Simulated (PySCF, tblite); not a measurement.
# C2H6BNO: geometry, infrared bands, NMR shifts and spin-spin couplings

Aim: predict the infrared bands, NMR shifts and spin-spin couplings of C2H6BNO (`C#[N+][BH2-]OC`).

Computed with tblite 0.8.0 and PySCF 2.14.0, with density-fitted response routines of our own, on a single molecule in the gas phase. Atoms count from 0, in the outputs and in this text.

## (1) The molecule as given

11 atoms, charge 0, multiplicity 1; geometry from: force field or distance geometry start.

Bonds of the start (Å): C0–N1 1.18, N1–B2 1.48, B2–O3 1.45, O3–C4 1.38, C0–H5 1.05, B2–H6 1.18, B2–H7 1.20, C4–H8 1.10, C4–H9 1.13, C4–H10 1.10.

## (2) Geometry optimisation with GFN2-xTB

The job: settings as JSON, then the geometry in Å.

```
{"job": {"kind": "relax", "xc": "GFN2-xTB", "basis": "xTB"}, "charge": 0, "multiplicity": 1}
C      1.924100    -0.873200     0.047700
N      1.171800     0.036800     0.128100
B      0.259300     1.192800     0.267600
O     -1.125500     0.795600     0.070900
C     -1.330600    -0.535000    -0.229300
H      2.582500    -1.690300    -0.019400
H      0.366100     1.741300     1.311900
H      0.501200     2.002600    -0.588200
H     -0.451200    -1.084400    -0.607900
H     -2.106700    -0.543400    -1.046400
H     -1.785600    -1.040000     0.638900
```

The run is started by

```
$ OMP_NUM_THREADS=1 python probes_run.py task.json out
```

One launch serves the whole session: the jobs run in the order shown.

**Question.** This job is followed by: GFN2-xTB harmonic vibrations, gas phase; GIAO PBE0/pcSseg-1 NMR shielding, non-relativistic, gas phase; B3LYP/pcJ-1 indirect spin-spin coupling, non-relativistic, gas phase. Predict these results of the whole session: strongest single infrared mode (GFN2-xTB); zero-point energy (GFN2-xTB); 13C shifts against TMS (PBE0/pcSseg-1); 1H shifts against TMS (PBE0/pcSseg-1, means over atoms taken as alike); 15N shifts against NH3 (PBE0/pcSseg-1); 11B shifts against BF3·OEt2 (PBE0/pcSseg-1); 17O shifts against H2O (PBE0/pcSseg-1); largest coupling of the table (B3LYP/pcJ-1).

**Answer**, as computed:

| quantity | value |
| --- | --- |
| strongest single infrared mode (GFN2-xTB) | 2378 cm⁻¹, 177 km/mol |
| zero-point energy (GFN2-xTB) | 50.1 kcal/mol |
| 13C shifts against TMS (PBE0/pcSseg-1) | 121.6, 56.6 ppm |
| 1H shifts against TMS (PBE0/pcSseg-1, means over atoms taken as alike) | 5.05, 3.35, 3.17 ppm |
| 15N shifts against NH3 (PBE0/pcSseg-1) | 244.0 ppm |
| 11B shifts against BF3·OEt2 (PBE0/pcSseg-1) | -7.4 ppm |
| 17O shifts against H2O (PBE0/pcSseg-1) | 53.2 ppm |
| largest coupling of the table (B3LYP/pcJ-1) | 1J(C,H) C0–H5, 310.3 Hz |

In words: Relaxing lowered the energy by 0.651 eV in 109 steps; the close pair that moved most is N1–B2, from 1.479 to 1.574 Å. No mode is imaginary among the 27: a minimum at this level. The strongest single mode, at 2378 cm⁻¹, moves mainly H7. Unscaled tight-binding wavenumbers are off by several per cent, some by more. Its intensities can rank the bands wrongly. At PBE0/pcSseg-1: Shielding is most anisotropic at N1 (span 528 ppm, paramagnetic term -309 ppm). Of the pairs tabulated at B3LYP/pcJ-1, C0–H5 couples most strongly (310.3 Hz; Fermi contact 311.6 Hz). Couplings across rotatable bonds belong to this one conformer; where others are populated, the observed values are averages.
